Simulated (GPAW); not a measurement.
# MoSe (Pm-3m) in GPAW: single point with PBE

Aim: the single point of MoSe with PBE.

Everything below comes from runs of GPAW 26.7.0. Logs are shortened: lines on timing, memory, paths and dates and some standing lists are left out, and cuts for length are marked. The log counts tension as positive stress, the text compression.

## (1) The structure

It takes space group Pm-3m (No. 221, cubic). Conventional cell: a = 3.500 Å, b = 3.500 Å, c = 3.500 Å, α = 90.00°, β = 90.00°, γ = 90.00°. Around Mo (site symmetry m-3m) lie 8 Se at 3.03 Å. Se (site symmetry m-3m) has 8 Mo at 3.03 Å as nearest neighbours.

The cell was built by a generator and needn't be a form met in nature.

## (2) Single point, PBE

run.py reads:

```python
from ase.dft.bandgap import bandgap
from ase.io import read, write
from ase.units import GPa
from gpaw import GPAW, PW

atoms = read('POSCAR')

calc = GPAW(mode=PW(500),
            xc='PBE',
            kpts={'size': (6, 6, 6), 'gamma': True},
            occupations={'name': 'fermi-dirac', 'width': 0.05},
            nbands=20,
            maxiter=120,
            txt='gpaw.txt')
atoms.calc = calc
energy = atoms.get_potential_energy()
forces = atoms.get_forces()
stress = atoms.get_stress()
calc.write('gs.gpw')
write('result.traj', atoms)
print(f'Energy: {energy:.6f} eV')
print('Forces (eV/A):')
print(forces.round(4))
print('Stress (GPa):', (stress / GPa).round(3))
print('Fermi level:', round(calc.get_fermi_level(), 4), 'eV')
print(f'Gap: {bandgap(calc)[0]:.4f} eV, direct: {bandgap(calc, direct=True)[0]:.4f} eV')
```

POSCAR reads:

```
MoSe
1.0
    3.5002295900      0.0000000000      0.0000000000
    0.0000000000      3.5002295900      0.0000000000
    0.0000000000      0.0000000000      3.5002295900
Mo Se
1 1
Direct
    0.0000000000      0.0000000000      0.0000000000
    0.5000000000      0.5000000000      0.5000000000
```

Potentials or basis: GPAW PAW data sets (gpaw-data 1.2.1), pw.

Run with:

```bash
$ OMP_NUM_THREADS=1 python run.py
```

gpaw.txt:

```text
__  _  _
 | _ |_)|_||  |
 |__||  | ||/\| - 26.7.0

Input parameters:
  mode=PW(ecut=500.0),
  kpts=MonkhorstPack(size=(6, 6, 6), gamma=True),
  maxiter=120,
  nbands=20,
  occupations=Occupations(name='fermi-dirac', width=0.05),
  xc=XC(name='PBE')

Diagonalizing LCAO Hamiltonian
Converting LCAO to pw mode
   .--------.
  /|        |
 * |        |
 | |   Se   |
 | .--------.
 |/        /
 Mo-------*

Atoms  # Å, Bohr magnetons
|   | symbol |        x |        y |        z |    initial magnetic moments |
|---|--------|----------|----------|----------|-----------------------------|
| 0 |     Mo | 0.000000 | 0.000000 | 0.000000 | ( 0.0000,  0.0000,  0.0000) |
| 1 |     Se | 1.750115 | 1.750115 | 1.750115 | ( 0.0000,  0.0000,  0.0000) |

Unit cell  # Å
| periodic |        x |        y |        z |  lengths |    angles |
|----------|----------|----------|----------|----------|-----------|
|      yes | 3.500230 | 0.000000 | 0.000000 | 3.500230 | 90.000000 |
|      yes | 0.000000 | 3.500230 | 0.000000 | 3.500230 | 90.000000 |
|      yes | 0.000000 | 0.000000 | 3.500230 | 3.500230 | 90.000000 |

Number of symmetries: 48
Symmetry operations  # r_c * U_cc + t_c -> r_c
|    | kind |            matrix            |
|----|------|------------------------------|
|  0 |  E   |  1, 0, 0,  0, 1, 0,  0, 0, 1 |
|  1 |  σ   |  1, 0, 0,  0, 1, 0,  0, 0,-1 |
|  2 |  σ   |  1, 0, 0,  0, 0, 1,  0, 1, 0 |
|  3 |  C4  |  1, 0, 0,  0, 0, 1,  0,-1, 0 |
|  4 |  C4  |  1, 0, 0,  0, 0,-1,  0, 1, 0 |
|  5 |  σ   |  1, 0, 0,  0, 0,-1,  0,-1, 0 |
|  6 |  σ   |  1, 0, 0,  0,-1, 0,  0, 0, 1 |
|  7 |  C2  |  1, 0, 0,  0,-1, 0,  0, 0,-1 |
|  8 |  σ   |  0, 1, 0,  1, 0, 0,  0, 0, 1 |
|  9 |  C2  |  0, 1, 0,  1, 0, 0,  0, 0,-1 |
| 10 |  C3  |  0, 1, 0,  0, 0, 1,  1, 0, 0 |
| 11 |  S6  |  0, 1, 0,  0, 0, 1, -1, 0, 0 |
| 12 |  S6  |  0, 1, 0,  0, 0,-1,  1, 0, 0 |
| 13 |  C3  |  0, 1, 0,  0, 0,-1, -1, 0, 0 |
| 14 |  C4  |  0, 1, 0, -1, 0, 0,  0, 0, 1 |
| 15 |  S4  |  0, 1, 0, -1, 0, 0,  0, 0,-1 |
| 16 |  C3  |  0, 0, 1,  1, 0, 0,  0, 1, 0 |
| 17 |  S6  |  0, 0, 1,  1, 0, 0,  0,-1, 0 |
| 18 |  σ   |  0, 0, 1,  0, 1, 0,  1, 0, 0 |
| 19 |  C4  |  0, 0, 1,  0, 1, 0, -1, 0, 0 |
| 20 |  C2  |  0, 0, 1,  0,-1, 0,  1, 0, 0 |
| 21 |  S4  |  0, 0, 1,  0,-1, 0, -1, 0, 0 |
| 22 |  S6  |  0, 0, 1, -1, 0, 0,  0, 1, 0 |
| 23 |  C3  |  0, 0, 1, -1, 0, 0,  0,-1, 0 |
| 24 |  S6  |  0, 0,-1,  1, 0, 0,  0, 1, 0 |
| 25 |  C3  |  0, 0,-1,  1, 0, 0,  0,-1, 0 |
| 26 |  C4  |  0, 0,-1,  0, 1, 0,  1, 0, 0 |
| 27 |  σ   |  0, 0,-1,  0, 1, 0, -1, 0, 0 |
| 28 |  S4  |  0, 0,-1,  0,-1, 0,  1, 0, 0 |
| 29 |  C2  |  0, 0,-1,  0,-1, 0, -1, 0, 0 |
| 30 |  C3  |  0, 0,-1, -1, 0, 0,  0, 1, 0 |
| 31 |  S6  |  0, 0,-1, -1, 0, 0,  0,-1, 0 |
| 32 |  C4  |  0,-1, 0,  1, 0, 0,  0, 0, 1 |
| 33 |  S4  |  0,-1, 0,  1, 0, 0,  0, 0,-1 |
| 34 |  S6  |  0,-1, 0,  0, 0, 1,  1, 0, 0 |
| 35 |  C3  |  0,-1, 0,  0, 0, 1, -1, 0, 0 |
| 36 |  C3  |  0,-1, 0,  0, 0,-1,  1, 0, 0 |
| 37 |  S6  |  0,-1, 0,  0, 0,-1, -1, 0, 0 |
| 38 |  σ   |  0,-1, 0, -1, 0, 0,  0, 0, 1 |
| 39 |  C2  |  0,-1, 0, -1, 0, 0,  0, 0,-1 |
| 40 |  σ   | -1, 0, 0,  0, 1, 0,  0, 0, 1 |
| 41 |  C2  | -1, 0, 0,  0, 1, 0,  0, 0,-1 |
| 42 |  C2  | -1, 0, 0,  0, 0, 1,  0, 1, 0 |
| 43 |  S4  | -1, 0, 0,  0, 0, 1,  0,-1, 0 |
| 44 |  S4  | -1, 0, 0,  0, 0,-1,  0, 1, 0 |
| 45 |  C2  | -1, 0, 0,  0, 0,-1,  0,-1, 0 |
| 46 |  C2  | -1, 0, 0,  0,-1, 0,  0, 0, 1 |
| 47 |  i   | -1, 0, 0,  0,-1, 0,  0, 0,-1 |
[... 64 lines left out ...]
    |   4s |  2.000 |     -64.307 |    1.238 |
    |   5s |  1.000 |      -4.084 |    1.238 |
    |   4p |  6.000 |     -38.491 |    1.296 |
    |   5p |  0.000 |      -1.044 |    1.296 |
    |   4d |  5.000 |      -3.754 |    1.296 |
    |    d |        |      23.458 |    1.296 |

    Using partial waves for Mo as LCAO basis

  Se:
    name:    Selenium
    Z:       34.0
    valence: 6
    core:    28
    charge:  0.0  # [|e|]
    compensation charges:
      type: gauss
      rc: 0.27  # [Å]
      lmax: 2
    cutoffs:
      filter: 1.77  # [Å]
      core: 2.67  # [Å]
    projectors
    | kind |    occ | energy [eV] | rcut [Å] |
    |------|--------|-------------|----------|
    |   4s |  2.000 |     -17.277 |    0.847 |
    |   4p |  4.000 |      -6.512 |    1.005 |
    |    s |        |       9.935 |    0.847 |
    |    p |        |      20.699 |    1.005 |
    |    d |        |       0.000 |    0.847 |

    Using partial waves for Se as LCAO basis

Reference energy: -176237.604762  # eV

eigensolver:
  PPCG
  Converge bands: occupied
  niter=2

density mixing:
  MSR1-Mixer
  Pratt-step length: 0.05
  Maximum mixing coefficient: 0.75
  Old densities: 10
  SVD Regularization: 0.005
  Good broyden scale: 1.0
  Trust region scale: 1.0
  Backstep threshold: 4.0
  History deletion threshold: 6.0
  Fourier metric: weight=20.0, sigma=0.015

occupation numbers:
  Fermi-Dirac:
    width: 0.0500  # eV

poisson solver:
  ecut: 4000.0  # eV

xc functional:
  name: PBE with 2 nearest neighbor stencil

convergence criteria:
- Maximum [total energy] change in last 3 cyles: 0.0005 eV / valence electron
- Maximum integral of absolute [dens]ity change: 0.0001 electrons / valence electron
- Maximum integral of absolute [eigenst]ate change: 4e-08 eV^2 / valence electron
maximum number of iterations: 120

SCF iterations
|iter     | |      energy | eigst |  dens |
|---------|-|-------------|-------|-------|
|iter:   1| |  -14.001562 | +0.12 |       |
|iter:   2| |  -13.731045 | -1.98 | -1.05 |
|iter:   3| |  -13.219238 | -1.42 | -1.13 |
|iter:   4| |  -13.209974 | -2.91 | -1.68 |
|iter:   5| |  -13.209498c| -3.15 | -1.93 |
|iter:   6| |  -13.210124c| -4.18 | -2.35 |
|iter:   7| |  -13.210084c| -5.37 | -3.09 |
|iter:   8| |  -13.210085c| -6.84 | -3.97 |
|iter:   9| |  -13.210086c| -8.14c| -4.56c|

Converged in 9 steps
Energy contributions relative to reference atoms: (reference = -176237.604762)

Energy contributions:
  Kinetic:         -32.190275
  Coulomb:          24.272782
  Zero:             -0.377112
  External:          0.000000
  Xc:               -4.902287
  Entropy:          -0.026388
  Spinorbit:         0.000000
  ----------------------------
  Free energy:     -13.223280
  Extrapolated:    -13.210086

dipole moment: (-12.983127, -12.983127, -12.983127)  # |e|*Ang

Fermi level: 8.388
Eigenvalues  # (at kpt = [0.000, 0.000, 0.000])
| band index |      eig [eV] | occ [0-2] |
|------------|---------------|-----------|
|          0 |       -52.895 |     2.000 |
|        ... |               |           |
|          2 |       -26.939 |     2.000 |
|          3 |       -26.939 |     2.000 |
|          4 |        -5.954 |     2.000 |
|          5 |         6.330 |     2.000 |
|          6 |         6.330 |     2.000 |
|          7 |         6.807 |     2.000 |
[... 8 lines left out ...]
|         16 |        22.219 |     0.000 |
|         17 |        22.219 |     0.000 |
|        ... |               |           |
|         19 |        24.072 |     0.000 |

No gap
No difference between direct/indirect transitions

Forces  # eV/Ang
|       x |       y |       z |
|---------|---------|---------|
| 0.00000 | 0.00000 | 0.00000 |  # Mo   0
| 0.00000 | 0.00000 | 0.00000 |  # Se   1

Stress tensor  # eV/Ang^3
|        x |        y |        z |
|----------|----------|----------|
| 0.165956 | 0.000000 | 0.000000 |
| 0.000000 | 0.165956 | 0.000000 |
| 0.000000 | 0.000000 | 0.165956 |

# Writing to gs.gpw (mode='')
```

stdout:

```text
Energy: -13.210086 eV
Forces (eV/A):
[[0. 0. 0.]
 [0. 0. 0.]]
Stress (GPa): [26.589 26.589 26.589  0.     0.     0.   ]
Fermi level: 8.3882 eV
Gap: 0.0000 eV, direct: 0.0000 eV
```

Run time: 15 s. Hardware: 1 thread of Intel Xeon Platinum 8259CL at 2.50GHz (Skylake/Cascade Lake), shared host; peak memory 0.15 GiB.

Results:

| Item | Value |
| --- | --- |
| Free energy | -13.2233 eV |
| Pressure | -26.6 GPa |
| Band gap on the k mesh | none (metal or under the smearing width) |

Caveat: the cutoff is short for stress and forces, so pressures can be off by a GPa or more; so large a pressure means that the cell lies far from this level's equilibrium, or that cutoff or potentials fall short.
